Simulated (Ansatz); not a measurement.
# GaGe (F-43m) in Ansatz: single point with PBE0

Aim: the single point of GaGe with PBE0.

All numbers are computed with Ansatz 0.2.0; they aren't measurements. Logs are shortened: lines on timing, memory, paths and dates and some standing lists are left out, and cuts for length are marked.

## Step 1: Starting point

Symmetry: F-43m, No. 216, cubic system. The conventional cell has a = 5.796 Å, b = 5.796 Å, c = 5.796 Å, α = 90.00°, β = 90.00°, γ = 90.00°. Ge (site symmetry -43m) is surrounded by 4 Ga at 2.51 Å. Ga (site symmetry -43m) is surrounded by 4 Ge at 2.51 Å.

The cell comes from a database or a generator and needn't be the stable form of this composition.

## Step 2: Single point, PBE0

Contents of input:

```
crystal:
  lattice:
    - [0.0, 2.897844, 2.897844]
    - [2.897844, 0.0, 2.897844]
    - [2.897844, 2.897844, 0.0]
  atoms:
    - { symbol: Ge, position: [0.0, 0.0, 0.0] }
    - { symbol: Ga, position: [0.25, 0.25, 0.25] }
hamiltonian:
  xc: pbe0
  pseudopotentials: { kind: paw }
kpoints:
  mp_grid: { grid: [6, 6, 6] }
scf:
  occupations: { method: fermi_dirac, width: 0.05 }
output:
  forces: true
  stress: true
  eigenvalues: true
  write_density: true
  write_potential: true
  elf: true
  volumetric_format: npy
```

Potentials or basis: Ansatz PAW.

The program printed:

```text
Warning: output.stress: scf.convergence.dr2_threshold = 1e-7 eV (the SCF's general default) is looser than the 2e-10 eV advised for a printed stress (1e-10 eV for each atom of the cell: 2). What an SCF threshold leaves in a stress goes as its square root, and in the free energy as the threshold itself, and one threshold admits the most on a small cell: of the crystals measured, under no hybrid functional and no lock of the moments, on runs that ended without the residual-converged pass, on stresses that held no estimate of that error, the worst erred by over 100 MPa in a component at 1e-7 eV an atom and by under 5 at 1e-10. Set scf.convergence.dr2_threshold to 2e-10 eV or tighter. The threshold is an SCF's pass mark: one that does not reach it within its budget of iterations ends unconverged, or closes short of it on a stop that the run arms, and scf.convergence.dr2_threshold's page says what that costs each kind of run
Warning: output.stress: scf.exx.energy_threshold = 1e-6 eV is looser than the 2e-8 eV advised for a stress under a hybrid functional (1e-8 eV for each atom of the cell: 2). Every SCF of the exchange loop can meet its threshold on dr2 while the loop round them stops early: no threshold on dr2 bounds what that leaves in the stress. Set scf.exx.energy_threshold to 2e-8 eV or tighter. The threshold is the loop's pass mark: a loop that does not reach it within its budget of cycles ends unconverged, and scf.exx.energy_threshold's page has the law
GPUs: using 1 of 1 available (devices: 1).
Engine: ansatz 0.2.0, x86_64-unknown-linux-gnu
Pseudopotentials: kind: paw
Pseudopotential: Ge, paw, valence charge 14, recommended cutoff 420 eV (normal), Ge.paw.azcp
Pseudopotential: Ga, paw, valence charge 13, recommended cutoff 420 eV (normal), Ga.paw.azcp
Functional definition: PBE0
  parameter a = 0.25
  parameter kappa = 0.804
  parameter beta = 0.06672455060314922
  exchange = (1 - a)*pbe_x(kappa = kappa, mu = beta*pi^2/3) + a*exact_x
  correlation = pbe_c(beta = beta)
device memory: the entry about to start is reckoned to put 0.5 GiB on a device that reports 73.0 GiB free (of which the cap on the GPU budget leaves the run 18.0 GiB)
GPU FFT provider: cuFFT
GPU libraries: cuBLAS 13.8.2, cuFFT 12.4.0, cuSOLVER 12.3.4
Crystal: 2 atoms, lattice volume = 48.669 Å³
Basis set: ecut = 420 eV, 941 PW (Γ), exchange–correlation on 60×60×60 points (8 copies of the dense FFT grid, shifted against one another)
Bands: 18, of which v1, the nominal top of the filled ones, is band 14 counted from 1 (13 counted from 0)
Symmetry: 24 space group operations
Space group: F-43m (ITA 216), of the structure as read, at distance tolerance 3.7e-5 Å
k-points: 16 of 216 (time reversal used)
Non-local potential: Ge, projectors of the file, l = 0: 2, l = 1: 2, l = 2: 3, l = 3: 1
Non-local potential: Ga, projectors of the file, l = 0: 2, l = 1: 2, l = 2: 3, l = 3: 1
PAW form: soft (Blöchl's): semilocal exchange-correlation on the pseudo side does not see the compensation charge
PAW frozen core: Ge, regenerated for the run's functional, and the local potential with it (the file was generated under x = pbe(κ = 0.804, μ = 0.2195149727645171), c = pbe(β = 0.06672455060314922))
PAW frozen core: Ga, regenerated for the run's functional, and the local potential with it (the file was generated under x = pbe(κ = 0.804, μ = 0.2195149727645171), c = pbe(β = 0.06672455060314922))
PAW one-centre angular grid: Ge, 590 points (default); XC on 64 Gauss nodes
PAW one-centre angular grid: Ga, 590 points (default); XC on 64 Gauss nodes
Initial density: superposition of atomic densities (neutral atoms: chi_scale 0, normalization atom), corrected by the library's trained network
Initial wavefunctions: pseudopotential atomic-orbital guess
GPU buffer pool allocated for 27000 grid points (all kernels)
GPU transforms: local potential and band sums: pruned to the plane-wave sphere, on 27×27×27
[... 55 lines left out ...]
SCF iter   5: F=—  HF=-8078.807065 eV  |F-HF|=—  |Δ(HF+E_count)|=   3.57e-7  Δρ=1.14e-5  dr2=1.16e-7  ethr=1.57e-11  ⟨swp⟩=4.6  Hψ=1095  notcnv=0
SCF iter   6: F=—  HF=-8078.807065 eV  |F-HF|=—  |Δ(HF+E_count)|=   2.38e-8  Δρ=1.75e-6  dr2=7.34e-8  ethr=1.57e-11  ⟨swp⟩=4.0  Hψ=824  notcnv=0
SCF iter   7: F=—  HF=-8078.807065 eV  |F-HF|=—  |Δ(HF+E_count)|=   4.21e-7  Δρ=6.39e-6  dr2=2.62e-8  ethr=3.56e-12  ⟨swp⟩=5.2  Hψ=1005  notcnv=0
SCF iter   8: F=-8078.807065 eV  HF=-8078.807065 eV  |F-HF|=1.17e-10  |Δ(HF+E_count)|=   9.58e-9  Δρ=4.30e-7  dr2=1.98e-9  ethr=3.56e-12  ⟨swp⟩=3.9  Hψ=669  notcnv=0
SCF 4 converged in 8 iterations: F = -8078.807065 eV  dr2 = 1.98e-9
  Residual-converged pass: ⟨swp⟩=2.0  Hψ=464  notcnv=0  max |occ|·‖R‖ = 2.4e-6 eV (tolerance 2.4e-6 eV)  dr2=1.98e-9  dr2_onsite=4.10e-11  max |Δocc| = 3.1e-15
hybrid outer 3: dexx = +5.697e-6 eV, tail = 1.30e-8 eV, Δε = 2.26e-2 eV (about 3.02e-4 eV left of the loop's levels)
hybrid SCF converged: 3 outer / 16 inner (+7 warm-up), last move |dexx| = 5.70e-6 eV, tail = 1.30e-8 eV
Stability not checked: this state was not tested for a lower state beside it, because the functional holds exact exchange (a hybrid, or Hartree-Fock), whose exchange loop this test does not read (fock_operator; see scf.lower_state_search)
Free energy (F): -8078.807065 eV
Frozen-core exchange: fock
Harris-Foulkes:  -8078.807065 eV  (|F-HF|=1.17e-10)
Internal energy: -8078.800025 eV  (E = F + TS)
E sigma→0 (E₀):  -8078.803545 eV
Entropy (-TS):   -0.007040 eV (-3.520 meV/atom)
Fermi energy:    6.000466 eV
--- Per-component energies (eV) ---
  E_band       = -321.240818
  E_kinetic    = 223.134993
  E_local      = -4643.155692  (includes V_loc(G=0)·N_el)
  E_nonlocal   = 842.305267
  E_hartree    = 2092.349341
  E_xc         = -110.405125
  E_vxc        = -93.350667  (∫ρ·V_xc dr)
  E_exx        = -113.000262  (= α·E_x^exact, valence–valence)
  E_paw        = -3928.150548  (= ΣΔE_a)
  E_vpaw       = -608.872840  (= ΣTr[D̂ρ^β])
  E_aug_tail   = 0.000232  (compensation charges beyond the density's cutoff)
  E_ewald      = -2441.536352
  E_core_change = -0.341878  (= ΣΔE_core)
  E_smearing   = -0.007040  (= −TS)
  E_closure    = -0.000001  (closes the sum)
  Σ components = -8078.807065   (vs F -8078.807065, Δ=0.00e0)
--- Forces (eV/Å), atoms counted from 1 ---
  atom   1  Ge     0.00000000    -0.00000000    -0.00000000
  atom   2  Ga    -0.00000000     0.00000000    -0.00000000
  max |Σ_I F_I| component: 9.25e-17 eV/Å
--- Stress (GPa, compression-positive) ---
       -1.385590      -0.000000       0.000000
       -0.000000      -1.385590      -0.000000
        0.000000      -0.000000      -1.385590
  P = ⅓ Tr σ = -1.3856 GPa (-13.856 kbar)
--- Band table (eV; the first three rows and the last of 16) ---
  k-point 0: bands = ["-21.4855", "-21.4855", "-21.4855", "-21.4658", "-21.4658", "-11.3944", "-11.3944", "-11.3944", "-11.3391", "-11.3391", "-6.0938", "8.3768", "8.3768", "8.3768", "9.1948", "11.4844", "11.4844", "11.4844"]
  k-point 1: bands = ["-21.4854", "-21.4849", "-21.4849", "-21.4658", "-21.4658", "-11.3991", "-11.3904", "-11.3904", "-11.3395", "-11.3395", "-5.7339", "4.7108", "7.8120", "7.8120", "9.8808", "12.1717", "12.1717", "13.0457"]
  k-point 2: bands = ["-21.4852", "-21.4837", "-21.4837", "-21.4654", "-21.4654", "-11.4087", "-11.3836", "-11.3836", "-11.3390", "-11.3390", "-4.7416", "1.3284", "7.0659", "7.0659", "9.2533", "12.5717", "12.5717", "15.5530"]
  k-point 15: bands = ["-21.4866", "-21.4822", "-21.4800", "-21.4671", "-21.4637", "-11.4259", "-11.3696", "-11.3640", "-11.3492", "-11.3368", "-2.6070", "-0.6260", "3.5001", "3.6098", "11.2158", "11.3988", "15.3388", "15.4971"]
```

rho_z.tsv:

```text
# z_ang	rho[e/angstrom^3]
# format = ansatz-planar-average/11
# lattice	0.000000000	2.897844000	2.897844000
# lattice	2.897844000	0.000000000	2.897844000
# lattice	2.897844000	2.897844000	0.000000000
# sites	2
# site	32	0.000000000	0.000000000	0.000000000
# site	31	1.448922000	1.448922000	1.448922000
0.000000	1.384188e0
0.136606	1.271431e0
0.273211	9.937695e-1
0.409817	7.606475e-1
0.546423	7.032938e-1
0.683028	8.418223e-1
[... 22 lines left out ...]
3.824959	8.813008e-1
3.961565	1.219570e0
```

v_z.tsv:

```text
# z_ang	v_es[eV]	v_tot[eV]
# format = ansatz-planar-average/11
# xc	pbe0
# density_cutoff_ev	1680
# datasets	Ge=:simpson_from_first_knot:soft:fock:shift=0	Ga=:simpson_from_first_knot:soft:fock:shift=0
# lattice	0.000000000	2.897844000	2.897844000
# lattice	2.897844000	0.000000000	2.897844000
# lattice	2.897844000	2.897844000	0.000000000
# sites	2
# site	32	0.000000000	0.000000000	0.000000000
# site	31	1.448922000	1.448922000	1.448922000
0.000000	3.291453e-2	-8.349777e0
0.136606	-6.376925e-1	-9.216177e0
0.273211	-1.030378e0	-9.757684e0
0.409817	-1.096920e0	-9.917482e0
0.546423	-8.616293e-1	-9.694090e0
0.683028	-3.651112e-1	-9.124712e0
[... 22 lines left out ...]
3.824959	1.763953e0	-6.080335e0
3.961565	8.634460e-1	-7.273699e0
```

It took 25 s on 1 × NVIDIA H100 80GB HBM3 with 2 threads of AMD EPYC 7R13 (Zen 3), shared host; peak memory 2.4 GiB.

Results:

```
Free energy            : -8078.8071 eV
Pressure               : -1.4 GPa
Band gap on the k mesh : none (metal or under the smearing width)
```

Caveat: the PAW data sets come from PBE, with cores solved anew for the run's functional, which leaves a small shift of forces and pressure; the thresholds are loose for stress.
